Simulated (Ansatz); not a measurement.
Run this with the Python package of Ansatz (0.2.0) and show what comes out.

The script, `eualsi.py`:
```python
import json

import ansatz as az
import pandas as pd

inputs = {
    "crystal": {
        "lattice": [[4.215299, 0.0, 0.0], [-2.107649, 3.650556, 0.0], [0.0, 0.0, 4.48668]],
        "atoms": [
            {"symbol": "Eu", "position": [0.0, 0.0, 0.0], "spin": 7.0},
            {"symbol": "Al", "position": [0.666667, 0.333333, 0.5]},
            {"symbol": "Si", "position": [0.333333, 0.666667, 0.5]},
        ],
    },
    "magnetization": {"spin_polarized": True},
    "kpoints": {"mp_grid": {"grid": [6, 6, 5]}},
    "hamiltonian": {"xc": "pbesol"},
    "scf": {"occupations": {"method": "fermi_dirac", "width": 0.15}},
    "output": {"forces": True},
}

planned = az.Session.from_dict(inputs).plan(threads=1, pin="off")
done = planned.execute()
report = done.report

for key in ("converged", "n_iterations", "n_electrons", "n_kpoints", "n_pw", "n_symmetry_ops", "free_energy_ev", "fermi_energy_ev"):
    print(f"{key:18s} {report[key]}")

table = pd.DataFrame(report["forces_ev_ang"], columns=["fx", "fy", "fz"])
table.insert(0, "atom", [site["symbol"] for site in report["lattice"]["sites"]])
print(table.round(4).to_string())

print(f"net moment {report['magnetization_mub']:.3f} muB, absolute {report['absolute_magnetization_mub']:.3f} muB")
for index, (site, m) in enumerate(zip(done.lattice.sites, report["site_moments_mub"])):
    print(f"  {index:2d} {site.symbol:2s} {m:7.3f}")

keep = ["free_energy_ev", "energy_sigma0_ev", "fermi_energy_ev", "n_iterations", "converged", "magnetization_mub", "n_kpoints"]
with open("eualsi.json", "w") as handle:
    json.dump({key: report[key] for key in keep}, handle, indent=1)
```

`python eualsi.py` gives:
```text
DeckWarning: the atoms were moved onto the symmetric positions of the space group found under crystal.symmetry.tolerance 1.0e-5 (fractional; no operation is sought that the atoms, as they stand in a [...]
DeckWarning: basis.ecutwfc = 420 eV, auto-derived from the records' recommended cutoffs: set by Eu (normal level)
converged          True
n_iterations       11
n_electrons        24.0
n_kpoints          21
n_pw               1353
n_symmetry_ops     12
free_energy_ev     -9812.196926109862
fermi_energy_ev    9.18465374032058
  atom   fx   fy   fz
0   Eu  0.0 -0.0  0.0
1   Al -0.0  0.0  0.0
2   Si  0.0 -0.0  0.0
net moment 6.898 muB, absolute 6.967 muB
   0 Eu   6.685
   1 Al   0.003
   2 Si  -0.020
```
(Warnings from the package without file and line, shortened, repeats left out.)

It writes `eualsi.json`:
```json
{
 "free_energy_ev": -9812.196926109862,
 "energy_sigma0_ev": -9812.092044901518,
 "fermi_energy_ev": 9.18465374032058,
 "n_iterations": 11,
 "converged": true,
 "magnetization_mub": 6.898316124826218,
 "n_kpoints": 21
}
```

Notes:
- Total energies depend on the potentials; only differences at equal settings carry meaning. A total without «per atom» is that of the cell as typed.
- Open f shells: without a Hubbard U, without spin-orbit coupling; the state reached hangs on the start and needn't be the lowest.
- The mesh is modest for a metal, so energies can be off by several to tens of meV an atom and pressures by half a GPa or more; differences at equal mesh fare better.
- Only differences from the Fermi energy are physical; the zero of the scale is a convention.
- This cell is a computed structure, which may not be the phase found in nature.
- The whole script took 12 s on 1 thread of Arm Neoverse V1, with other jobs on the host, peak memory 0.51 GiB.

(Lines on the test bed's own set-up are left out of the output.)
